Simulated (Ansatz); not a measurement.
# AlNi3: the cost of one run

Program: Ansatz 0.2.0. Level of theory: DFT r²SCAN, scalar-relativistic, plane waves, PAW (the target; the first runs use scalar-relativistic PBE). These are calculated values, not measurements.

**1. Starting point**

Symmetry: Pm-3m, No. 221, cubic system. The conventional cell has a = 3.523 Å, b = 3.523 Å, c = 3.523 Å, α = 90.00°, β = 90.00°, γ = 90.00°. Around Al (site symmetry m-3m) lie 12 Ni at 2.49 Å. Ni (site symmetry 4/mmm) is surrounded by 4 Al at 2.49 Å and 8 Ni at 2.49 Å.

As a file:

```
CELL_PARAMETERS angstrom
3.52305 0.00000 0.00000
0.00000 3.52305 0.00000
0.00000 0.00000 3.52305
ATOMIC_POSITIONS crystal
Al 0.00000 0.00000 0.00000
Ni 0.00000 0.50000 0.50000
Ni 0.50000 0.00000 0.50000
Ni 0.50000 0.50000 0.00000
```

The moments start at Ni 0.80 μB.

**2. The first run (PBE, 6×6×6 mesh)**

Contents of input.yaml:

```yaml
crystal:
  lattice:
    - [3.5230547267, 0.0, 0.0]
    - [0.0, 3.5230547267, 0.0]
    - [0.0, 0.0, 3.5230547267]
  atoms:
    - { symbol: Al, position: [0.0, 0.0, 0.0] }
    - { symbol: Ni, position: [0.0, 0.5, 0.5], spin: 0.8 }
    - { symbol: Ni, position: [0.5, 0.0, 0.5], spin: 0.8 }
    - { symbol: Ni, position: [0.5, 0.5, 0.0], spin: 0.8 }
basis:
  ecutwfc: 420
  ecutrho_ratio: 4
kpoints:
  mp_grid: { grid: [6, 6, 6] }
hamiltonian:
  xc: pbe
scf:
  occupations: { method: gaussian, width: 0.05 }
output:
  forces: true
  stress: true
  eigenvalues: true
  populations: true
magnetization:
  spin_polarized: true
```

Run with:

```sh
$ ansatz run input.yaml --threads 2 --pin off --max-ram 5120MiB --backend cpu --events-out ev --progress --plain --runs-dir out
```

Q: Estimate wall time and peak memory on 2 threads of AMD EPYC (Zen 3), shared host.

About 8.3 s, with a peak of 0.4 GiB.
